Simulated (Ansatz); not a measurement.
C2H6BClGe, SMILES C[CH]1[BH][GeH]1[Cl], a ladder of methods at one geometry

Computed with Ansatz 0.2.0, Python API.

Notebook, run cell by cell (the value of a cell's last expression is shown):

In [1]:
```python
from pathlib import Path

import ansatz as az
import numpy as np

config = {
    "basis_set": "def2-SVP",
}
```

In [2]:
```python
GEOMETRY = """
C    -0.71010   -0.83260    1.03870
C    -0.16210    0.43920    0.35150
B     1.34420    0.33580    0.06330
Ge   -0.00460    0.32750   -1.50090
Cl    0.13700    2.17830   -2.58690
H    -0.50730   -0.76010    2.10700
H    -0.35630   -1.73380    0.58620
H    -1.82470   -0.74290    0.91530
H    -0.48500    1.44310    0.78720
H     2.49810    0.31340    0.47720
H     0.13630   -1.02500   -2.21810
"""
```

In [3]:
```python
system = az.Crystal.molecule()
for line in GEOMETRY.strip().splitlines():
    symbol, *xyz = line.split()
    system = system.atom(symbol, [float(v) for v in xyz])
```

In [4]:
```python
setup = system.calculation().basis(gaussian=config["basis_set"])
```

In [5]:
```python
print("functional    E (Ha)        dipole (D)   HOMO (eV)  LUMO (eV)")
for name in ["hse06", "cam_b3lyp", "b3lyp", "lc_wpbe", "hf"]:
    report = setup.functional(name).forces().orbitals().run(threads=1, backend="cpu", runs_dir="runs").report
    lines = Path(report["orbitals_path"]).read_text().splitlines()
    field_of = lambda key: [line.split("=")[1].strip() for line in lines if line.startswith(key)]
    orbitals = [(27.211386 * float(e), s, float(n)) for e, s, n in zip(field_of("Ene="), field_of("Spin="), field_of("Occup="))]
    homo = max(e for e, _, n in orbitals if n > 0.5)
    lumo = min(e for e, _, n in orbitals if n < 0.5)
    dipole = 4.803205 * np.linalg.norm(report["charge_distribution"]["dipole_moment_e_ang"])
    print(f"{name:10s} {report['free_energy_ev'] / 27.211386246:14.6f} {dipole:9.3f} {homo:11.3f} {lumo:10.3f}")
```
```text
functional    E (Ha)        dipole (D)   HOMO (eV)  LUMO (eV)
hse06        -2640.765477     2.700      -5.184     -2.338
cam_b3lyp    -2641.379286     2.623      -6.750     -0.708
b3lyp        -2641.384279     2.603      -5.343     -2.084
lc_wpbe      -2640.849725     2.752      -8.061      0.440
hf           -2638.217062     2.778      -7.726      1.849
```

Caveats:
- Total energies depend on the basis set; only differences at equal settings carry meaning.
- The geometry is a force-field or estimated start, not a minimum of this method, and the basis set is short of its limit. A lower total doesn't mark the better method: functionals have no common bound, and MP2 and coupled cluster aren't variational.
- b3lyp holds the VWN-RPA fit, as in Gaussian; the form of ORCA and Turbomole is b3lyp5.
- Levels such as HOMO and LUMO are orbital energies: with these approximate functionals they aren't the ionisation energy and electron affinity, and their gap isn't the fundamental gap.
- hse06 follows the composition of plane-wave codes, whose totals differ by tens of mHa, up to about 0.1 Ha, from the form usual in Gaussian-basis programs (wpbeh).
- Hardware and time: 32 s on 1 thread of Arm Neoverse V2 (shared host), peak memory 0.41 GiB.
